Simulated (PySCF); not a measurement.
# Si2H4O2F2 (SMILES O[SiH2][Si](O)(F)F): levels of theory compared

Wanted: a comparison of 6 runs (HF/3-21G, HF/cc-pVDZ, HF/def2-SVP, BLYP/6-31G, B3LYP/6-31G*, B2PLYP/pcseg-1) of Si2H4O2F2. The job is set up through a Python script.

The calculation is run with PySCF 2.14.0.

### 1 The structure to begin with

Si2H4O2F2: 10 atoms, total charge 0, spin state singlet. SMILES: `O[SiH2][Si](O)(F)F`. Geometry: relaxed at PBE0-D4/def2-TZVP. This is one conformer, not always the lowest.

Bond lengths: O1–Si2 1.649 Å, Si2–Si3 2.342 Å, Si3–O4 1.622 Å, Si3–F5 1.597 Å, Si3–F6 1.593 Å, O1–H7 0.958 Å, Si2–H8 1.489 Å, Si2–H9 1.481 Å, O4–H10 0.959 Å. Some angles: O1–Si2–Si3 110.5°, Si2–Si3–O4 109.9°, Si2–Si3–F5 109.4°, Si2–Si3–F6 113.2°, O4–Si3–F5 110.4°, O4–Si3–F6 109.7°, F5–Si3–F6 104.1°, O1–Si2–H8 112.3°, O1–Si2–H9 106.4°, Si3–Si2–H8 107.8°.

### 2 Energy and forces at HF/3-21G (run 1)

run.py

```python
import pyscf.grad
from pyscf import gto

mol = gto.Mole()
mol.atom = [
    ('O', (-0.797000, -1.696000, 1.507100)),
    ('Si', (0.439200, -1.062100, 0.618700)),
    ('Si', (-0.219700, 0.946100, -0.389700)),
    ('O', (0.874500, 1.390800, -1.500900)),
    ('F', (-1.654300, 0.755800, -1.065000)),
    ('F', (-0.436700, 2.129600, 0.654000)),
    ('H', (-1.637600, -1.838300, 1.069500)),
    ('H', (0.890200, -1.985000, -0.459500)),
    ('H', (1.554700, -0.824700, 1.563700)),
    ('H', (0.812000, 2.244300, -1.934500)),
]
mol.max_memory = 1860
mol.verbose = 4
mol.basis = '3-21g'
mol.charge = 0
mol.build()

mf = mol.RHF()
mf.conv_tol = 1e-10
mf.kernel()
if not mf.converged:
    mf = mf.newton().run(mf.mo_coeff, mf.mo_occ)

e_tot = mf.e_tot
print(f'total energy: {e_tot:.8f} hartree')
grad = mf.Gradients().kernel()
mf.analyze()
```

On the command line:

```sh
$ OMP_NUM_THREADS=1 python run.py
```

Log:

```text
PySCF version 2.14.0

[... 85 lines left out ...]
DFT Exchange-Correlation Energy =      -79.042433276448719
[... 15 lines left out ...]
MO #14  energy= -4.24597407633058  occ= 2
[... 13 lines left out ...]
MO #28  energy= -0.55670113876719  occ= 2
[... 13 lines left out ...]
MO #42  energy= 0.363365134527122  occ= 0
[... 13 lines left out ...]
MO #56  energy= 1.84460784936554   occ= 0
[... 13 lines left out ...]
MO #70  energy= 4.01359150157098   occ= 0
[... 83 lines left out ...]
Dipole moment(X, Y, Z, Debye):  0.31636,  0.30883, -1.89426
```

It took 2.2 s on 1 thread of Arm Neoverse V2, shared host; peak memory 0.14 GiB.

### 3 Energy and gradient at HF/cc-pVDZ (run 2)

calc.py

```python
from pyscf import gto, scf

mol = gto.M(
    atom='''
O   -0.797000  -1.696000   1.507100
Si   0.439200  -1.062100   0.618700
Si  -0.219700   0.946100  -0.389700
O    0.874500   1.390800  -1.500900
F   -1.654300   0.755800  -1.065000
F   -0.436700   2.129600   0.654000
H   -1.637600  -1.838300   1.069500
H    0.890200  -1.985000  -0.459500
H    1.554700  -0.824700   1.563700
H    0.812000   2.244300  -1.934500
''',
    max_memory=1860,
    basis='cc-pvdz',
    verbose=3,
)

mf = scf.RHF(mol)
mf.conv_tol = 1e-10
mf.kernel()
if not mf.converged:
    mf = mf.newton().run(mf.mo_coeff, mf.mo_occ)

energy = mf.e_tot
print('E = %.10f Eh' % energy)
grad = mf.nuc_grad_method().kernel()
dip = mf.dip_moment()
pop, q = mf.mulliken_pop()
```

On the command line:

```sh
$ OMP_NUM_THREADS=1 python calc.py
```

Log:

```text
converged SCF energy = -929.013388900249
[... 9 lines left out ...]
Dipole moment(X, Y, Z, Debye):  0.35369,  0.04157, -1.55720
[... 123 lines left out ...]
charge of    9H =      0.20611
```

It took 13 s on 1 thread of Arm Neoverse V2, shared host; peak memory 0.27 GiB.

### 4 Energy and gradient at HF/def2-SVP (run 3)

input.py

```python
# O[SiH2][Si](O)(F)F
import pyscf.grad
from pyscf import gto

molecule = gto.M(
    atom='''
O   -0.797000  -1.696000   1.507100
Si   0.439200  -1.062100   0.618700
Si  -0.219700   0.946100  -0.389700
O    0.874500   1.390800  -1.500900
F   -1.654300   0.755800  -1.065000
F   -0.436700   2.129600   0.654000
H   -1.637600  -1.838300   1.069500
H    0.890200  -1.985000  -0.459500
H    1.554700  -0.824700   1.563700
H    0.812000   2.244300  -1.934500
''',
    verbose=4,
    max_memory=1860,
    basis='def2-svp',
    charge=0,
)

mf = molecule.RHF()
mf.conv_tol = 1e-10
mf.kernel()
if not mf.converged:
    mf = mf.newton().run(mf.mo_coeff, mf.mo_occ)

e_tot = mf.e_tot
print('Final energy', e_tot)
grad = mf.Gradients().kernel()
mf.analyze()
```

On the command line:

```sh
$ OMP_NUM_THREADS=1 python input.py
```

Log:

```text
PySCF version 2.14.0

[... 94 lines left out ...]
MO #7   energy= -6.21780202881249  occ= 2
[... 20 lines left out ...]
MO #28  energy= -0.578506661039371 occ= 2
[... 20 lines left out ...]
MO #49  energy= 0.621116542768952  occ= 0
[... 20 lines left out ...]
MO #70  energy= 1.42036696274415   occ= 0
[... 20 lines left out ...]
MO #91  energy= 2.53793401508847   occ= 0
[... 20 lines left out ...]
MO #112 energy= 4.08423845000507   occ= 0
[... 125 lines left out ...]
Dipole moment(X, Y, Z, Debye):  0.25296,  0.21892, -1.65198
```

Run time: 8.7 s. Hardware: 1 thread of Arm Neoverse V2, shared host; peak memory 0.27 GiB.

Runs 4 to 5 aren't shown in full; the table further down has their settings and results.

### 5 The energy at B2PLYP/pcseg-1 (run 6)

job.py

```python
from pyscf import gto, dft, mp

system = gto.M(
    atom='''
O     -1.506112    -3.204976     2.848006
Si     0.829968    -2.007078     1.169174
Si    -0.415173     1.787870    -0.736426
O      1.652565     2.628231    -2.836290
F     -3.126174     1.428255    -2.012558
F     -0.825243     4.024361     1.235881
H     -3.094616    -3.473884     2.021062
H      1.682234    -3.751106    -0.868329
H      2.937957    -1.558457     2.954965
H      1.534458     4.241112    -3.655675
''',
    basis='pcseg-1',
    unit='bohr',
    max_memory=1860,
    spin=0,
    verbose=4,
)

myscf = dft.RKS(system, xc='0.53*HF + 0.47*B88, 0.73*LYP')
myscf.conv_tol = 1e-10
myscf.grids.level = 5
myscf.kernel()
if not myscf.converged:
    myscf = myscf.newton().run(myscf.mo_coeff, myscf.mo_occ)

pt = mp.MP2(myscf, frozen=14).run()
e_tot = myscf.e_tot + 0.27 * pt.e_corr
print('PT2 part  %.8f' % (0.27 * pt.e_corr))
print('Final energy', e_tot)
dip = myscf.dip_moment()
pop, q = myscf.mulliken_pop()
```

On the command line:

```sh
$ OMP_NUM_THREADS=1 python job.py
```

Log:

```text
PySCF version 2.14.0

[... 82 lines left out ...]
converged SCF energy = -930.798116483633
[... 9 lines left out ...]
Final energy -931.0981491238854
Dipole moment(X, Y, Z, Debye):  0.37408,  0.04747, -1.57755
[... 123 lines left out ...]
charge of    9H =      0.27276
```

Run time: 39 s. Hardware: 1 thread of Arm Neoverse V2, shared host; peak memory 0.62 GiB.

### 6 Overview of the runs

```
run                               level  integration grid      task  energy (Eh)  dipole moment (D)  HOMO energy (eV)  LUMO energy (eV)  wall time
  1                            HF/3-21G                 –  gradient  -924.023402               1.95            -11.49              3.16      2.2 s
  2                          HF/cc-pVDZ                 –  gradient  -929.013389               1.60            -11.59              3.03       13 s
  3                         HF/def2-SVP                 –  gradient  -928.547956               1.69            -11.63              3.09      8.7 s
  4                          BLYP/6-31G                 5  gradient  -931.421569               1.75             -6.81             -1.22       32 s
  5  B3LYP/6-31G* (spherical functions)                 5  gradient  -931.714009               1.49             -7.91             -0.48       49 s
  6                      B2PLYP/pcseg-1                 5    energy  -931.098149               1.62             -9.76              0.53       39 s
```

### 7 Results

| quantity | value |
| --- | --- |
| run 6: total energy | -931.09815 Eh |
| run 6: dipole moment (SCF part) | 1.62 D |
| run 6: HOMO energy (SCF part's orbitals) | -9.76 eV |
| run 6: LUMO energy (SCF part's orbitals) | 0.53 eV |
| run 6: HOMO–LUMO gap (SCF part's orbitals) | 10.30 eV |

The dipole moment (its size) runs from 1.49 D (B3LYP/6-31G*) to 1.95 D (HF/3-21G). The two ends differ in method and basis. The HOMO–LUMO gap runs from 5.59 eV (BLYP/6-31G) to 14.72 eV (HF/def2-SVP). Totals of different functionals can't be ranked against each other. All runs together took 2.4 min, the longest 49 s.
